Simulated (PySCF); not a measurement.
# GeH4S: the cost of one run

Programs: PySCF 2.14.0, with density-fitted response routines of our own. Each step states its level of theory. These are calculated values for one molecule in the gas phase, unless marked as measured. Atoms are numbered from 0 throughout.

### 1 Starting geometry

6 atoms, charge 0, multiplicity 1; geometry from: GFN2-xTB. The atoms were then displaced at random by about 0.01 Å, so the start is not that level's minimum.

Bonds of the start (Å): S0–Ge1 2.23, S0–H2 1.32, Ge1–H3 1.50, Ge1–H4 1.49, Ge1–H5 1.51.

### 2 Optimising the geometry at PBE0-D3(BJ)/def2-SVP

Job settings and geometry (Å):

```
{"job": {"xc": "PBE0", "basis": "def2-SVP", "d3": "d3bj", "grid": 1, "shake": 0.01, "kind": "geom"}, "charge": 0, "multiplicity": 1}
S      1.478990    -0.872190    -0.282920
Ge    -0.546060     0.013530    -0.027070
H      2.070280     0.212940     0.189180
H     -0.762510     0.339400     1.415970
H     -1.527070    -1.006180    -0.508780
H     -0.689470     1.282480    -0.831040
```

Started as:

```sh
OMP_NUM_THREADS=1 python probes_run.py task.json out
```

This one command runs all jobs of the session in turn.

**Question.** How long does this first job take on 1 thread of Arm Neoverse N1, shared host, and how much memory does it need?

About 11 s, with a peak of 0.31 GiB.
